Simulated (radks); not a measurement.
# Nb²⁺ in [Kr] 4d2 5d1: an all-electron calculation

Aim: the levels, the sizes of the orbitals and the parts of the energy of the niobium ion Nb2+.

Method: scalar-relativistic Kohn-Sham, PW91, spin-unpolarised, spherical densities, point nucleus. Code: radks (a radial shooting solver on a logarithmic mesh, Libxc functionals) version 1.

### Step 1. What is computed

- element: niobium (Z = 41)
- charge: +2
- electrons: 39
- configuration: [Kr] 4d2 5d1

Outer shells as boxes (Hund's rule):

Nb²⁺
```
[Kr] core
4d [↑ ][↑ ][  ][  ][  ]
5d [↑ ][  ][  ][  ][  ]
```

### Step 2. The calculation

Input:

```text
Z 41
configuration [Kr] 4d2 5d1
relativity scalar-relativistic
functional pw91,pw91
spin unpolarised
nucleus point
c 137.035999084
```

Launch:

```
python run_ks.py task.json out
```

The same process makes all the runs of this session.

What does the calculation give?

The runs gave:

| quantity | value |
| --- | --- |
| total energy | -3819.00946 hartree |
| exchange-correlation share of it | 3.11 % |
| −T/E | 1.0296 |
| highest occupied level | 5d, -8.720 eV |
| most extended occupied level | 5d, <r> = 5.01 bohr |
| radius at density 0.001 e/bohr³ | 4.73 bohr |
| maxima of the radial density | 5 |

**Reading.** The radial density shows 5 maxima for 5 occupied principal shells. −T/E is 1.030: with relativity the kinetic term as defined here no longer equals −E. This is not the tabulated ground configuration, so its levels and sizes aren't those of the ground state, and no measured value stands beside it.
